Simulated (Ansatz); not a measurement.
**GaH₂I (SMILES [GaH2][I]): single points off equilibrium**

The task here is to estimate one member of a computed series from the others.

Computed with Ansatz 0.2.0, Gaussian basis. Level: single points in def2-TZVPP.

Correlated methods freeze the cores. Filled d shells of the heavier atoms are correlated. Core potentials replace the inner electrons past krypton, and spin-orbit coupling is left out.

## Where the work starts

SMILES `[GaH2][I]`, 4 atoms, charge 0, spin multiplicity 1.

Atoms are counted from 1 here; the program's logs count them from 0.

Bond lengths: Ga1–I2 2.588 Å, Ga1–H3 1.623 Å, Ga1–H4 1.509 Å. Angles: I2–Ga1–H3 112.4°, I2–Ga1–H4 122.4°, H3–Ga1–H4 124.5°.

As a file:

```xyz
4
charge 0, multiplicity 1
Ga   -0.25660    0.03100   -0.19730
I     2.03750   -0.41850    0.91220
H    -1.43930   -0.88230    0.43500
H    -0.47980    1.16880   -1.16380
```

Set-up of the first run:

run/in.yaml reads:

```yaml
crystal:
  periodic: [false, false, false]
  atoms:
    - {symbol: Ga, position_ang: [-0.256600, 0.031000, -0.197300]}
    - {symbol: I, position_ang: [2.037500, -0.418500, 0.912200]}
    - {symbol: H, position_ang: [-1.439300, -0.882300, 0.435000]}
    - {symbol: H, position_ang: [-0.479800, 1.168800, -1.163800]}
basis:
  gaussian: {orbitals: def2-TZVPP}
correlation: {method: ccsd_t}
output: {forces: true}
```

No record of the launch command was kept for these runs.

Among the steps run: CCSD(T)/def2-TZVPP; PBE0-D4/def2-TZVPP; wB97M-V/def2-TZVPP; r2SCAN-D4/def2-TZVPP; PBE-D4/def2-TZVPP; BHLYP-D4/def2-TZVPP; revPBE-D4/def2-TZVPP.

One of the session's tables, all rows but one given; the rest of the session is left out.

| method | RMS force component (eV/Å) | angle to CCSD(T) forces (°) | dipole (D) |
| --- | --- | --- | --- |
| CCSD(T) | 0.681 | reference | 1.77 |
| PBE0-D4 | 0.666 | 3.6 | 1.82 |
| wB97M-V | 0.677 | 2.7 | 1.95 |
| r2SCAN-D4 | 0.656 | 2.6 | 1.75 |
| PBE-D4 | ? | ? | ? |
| BHLYP-D4 | 0.666 | 5.1 | 1.95 |
| revPBE-D4 | 0.613 | 13.2 | 1.63 |

**Question.** Estimate the row for PBE-D4.

As computed: RMS force component (eV/Å): 0.624; angle to CCSD(T) forces (°): 9.9; dipole (D): 1.63. In the column «RMS force component (eV/Å)» it lies between revPBE-D4 (0.613) and r2SCAN-D4 (0.656).
